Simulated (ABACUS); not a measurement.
Ta3AsAu2O13:

```
Ta As Au O
1.0
     5.24237    3.02668    4.14273
    -5.24237    3.02668    4.14273
     0.00000   -6.05337    4.14273
Ta As Au O
3 1 2 13
Direct
  0.23108 0.57229 0.23108
  0.23108 0.23108 0.57229
  0.57229 0.23108 0.23108
  0.55878 0.55878 0.55878
  0.96559 0.96559 0.96559
  0.75105 0.75105 0.75105
  0.40884 0.66762 0.40884
  0.40884 0.40884 0.66762
  0.66762 0.40884 0.40884
  0.49726 0.01313 0.36024
  0.36024 0.49726 0.01313
  0.01313 0.36024 0.49726
  0.36024 0.01313 0.49726
  0.01313 0.49726 0.36024
  0.49726 0.36024 0.01313
  0.10963 0.74806 0.10963
  0.10963 0.10963 0.74806
  0.74806 0.10963 0.10963
  0.30840 0.30840 0.30840
```

The cell was built by a generator and needn't be a form met in nature.

Base run:

```yaml
Program: ABACUS 3.10.1
Functional: PBEsol
Potentials_or_basis: Ansatz NC PBE
Cutoff: 1252 eV
Density_cutoff: 5007 eV
Basis: plane waves
k_mesh: 3 × 3 × 3
Occupations: fermi-dirac, width 0.05 eV
Spin: no spin polarisation
```

Its results: band gap on the k mesh 1.03 eV, indirect (least direct gap 1.07 eV); pressure -2.8 GPa; largest force 0.320 eV/Å.

Problem. The run is repeated on the same cell with these changes: functional from PBEsol to OLYP; potentials or basis from Ansatz NC PBE to SG15 ONCV 1.2 PBE; cutoff from 1252 eV to 1143 eV; density cutoff from 5007 eV to 4572 eV; valence electrons from 212 to 202. What comes out?

Solution. Band gap on the k mesh 1.19 eV, indirect (least direct gap 1.23 eV); pressure 0.4 GPa; largest force 0.439 eV/Å.

Caveats: the potentials were made for another functional, which shifts forces and pressure; spin-orbit coupling is left out, which moves the levels of the heavy elements; an odd mesh through Γ misses points on the zone boundary, where band edges often lie.

Not every run made on this cell is shown here.
